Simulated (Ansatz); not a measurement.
FHSi, SMILES F[SiH]: the interaction energy of a dimer with the counterpoise correction, run with Ansatz 0.2.0 through its Python package.

`dimer_fhsi.py`
```python
# -*- coding: utf-8 -*-
import ansatz as az

FIRST = [
    ("F", (-1.1089, 0.0975, -0.6046)),
    ("Si", (0.1765, 0.5616, 0.1605)),
    ("H", (0.9325, -0.6591, 0.4441)),
]
SECOND = [
    ("F", (-2.9262, 2.4269, -0.7128)),
    ("Si", (-4.4896, 2.3336, -0.7192)),
    ("H", (-4.9689, 3.7069, -0.882)),
]

def energy(atoms, ghosts=()):
    molecule = az.Crystal.molecule()
    for symbol, xyz in atoms:
        molecule = molecule.atom(symbol, xyz)
    calc = (
        molecule.calculation()
        .basis(gaussian="def2-SVP")
        .functional("hf")
    )
    deck = calc.input()
    if ghosts:
        deck = deck.set(az.key.basis.gaussian.ghost_atoms, [{"symbol": s, "position_ang": list(xyz)} for s, xyz in ghosts])
    return az.Session.from_dict(deck).plan().execute().report["free_energy_ev"]


def main():
    both = energy(FIRST + SECOND)
    alone = energy(FIRST) + energy(SECOND)
    ghosted = energy(FIRST, SECOND) + energy(SECOND, FIRST)
    print(f"dimer {both:.6f} eV")
    print(f"interaction, uncorrected   {96.485332 * (both - alone):8.3f} kJ/mol")
    print(f"interaction, counterpoise  {96.485332 * (both - ghosted):8.3f} kJ/mol")
    print(f"basis-set superposition    {96.485332 * (alone - ghosted):8.3f} kJ/mol")


if __name__ == "__main__":
    main()
```

How large is the interaction at this pose, and how much of it is basis-set superposition?

Uncorrected it is 1.122 kJ/mol, with the counterpoise correction 4.188 kJ/mol; the difference, 3.07 kJ/mol, is the superposition error. In this basis both values are repulsive.

What the script printed:

Output of `python dimer_fhsi.py`:
```text
dimer -21157.755120 eV
interaction, uncorrected      1.122 kJ/mol
interaction, counterpoise     4.188 kJ/mol
basis-set superposition       3.066 kJ/mol
```

Caveats:
- Total energies depend on the basis set; only differences at equal settings carry meaning.
- The dimer is a generated trial pose of unrelaxed monomers, not a minimum, so the figure is no binding energy, and the basis set is small.
- Hartree-Fock leaves correlation out, so bond, atomisation and ionisation energies come out well too low.
- This level lacks the dispersion part of the attraction (electrostatics and induction are there), which can decide the sign where the interaction is weak.
- Wall time of the script: 2.6 s on 1 thread of Arm Neoverse N1, on a shared host, peak memory 0.17 GiB.

(A comment or docstring line of the script was reworded after the run, the code is as it ran; lines on the test bed's own set-up are left out of the output.)
